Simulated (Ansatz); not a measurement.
# AlFH4SSi: the cost of one run

Method: RKS r2SCAN/def2-SVP, in Ansatz 0.2.0.

1 further run of the same task is left out (it didn't finish).

**1. The system as given**

Bond lengths: F1–Si2 1.657 Å, Si2–S3 2.124 Å, S3–Al4 2.201 Å, Si2–H5 1.486 Å, Si2–H6 1.487 Å, Al4–H7 1.583 Å, Al4–H8 1.618 Å. Angles: F1–Si2–S3 107.4°, F1–Si2–H5 111.3°, F1–Si2–H6 110.0°, S3–Si2–H5 109.3°, S3–Si2–H6 110.0°, H5–Si2–H6 108.8°, Si2–S3–Al4 95.1°, S3–Al4–H7 122.5°, S3–Al4–H8 118.8°, H7–Al4–H8 118.3°.

Structure file:

```xyz
8

F    -1.4220    0.9018    1.1583
Si    0.0096    1.3234    0.4388
S     1.3655   -0.2858    0.7312
Al    0.2458   -1.7135   -0.5143
H    -0.1675    1.5577   -1.0179
H     0.5473    2.5614    1.0626
H     0.4519   -1.8212   -2.0801
H    -0.9385   -2.5810    0.1656
```

**2. Relaxing end A**

Input file input.yaml:

```yaml
crystal:
  periodic: [false, false, false]
  atoms:
    - { symbol: F, position_ang: [-1.422, 0.9018, 1.1583] }
    - { symbol: Si, position_ang: [0.0096, 1.3234, 0.4388] }
    - { symbol: S, position_ang: [1.3655, -0.2858, 0.7312] }
    - { symbol: Al, position_ang: [0.2458, -1.7135, -0.5143] }
    - { symbol: H, position_ang: [-0.1675, 1.5577, -1.0179] }
    - { symbol: H, position_ang: [0.5473, 2.5614, 1.0626] }
    - { symbol: H, position_ang: [0.4519, -1.8212, -2.0801] }
    - { symbol: H, position_ang: [-0.9385, -2.581, 0.1656] }
basis:
  gaussian: { orbitals: def2-SVP }
hamiltonian:
  xc: r2scan
relax:
  f_tol: 0.015
  max_steps: 40
output:
  orbitals: {}
```

Launch:

```sh
> ansatz run input.yaml --threads 2 --pin off --max-ram 3072MiB --backend cpu --events-out ev --progress --plain --runs-dir out
```

What time and memory should one allow on 2 threads of Intel Xeon Platinum 8488C (Sapphire Rapids), shared host?

About 41 s, with a peak of 0.2 GiB.
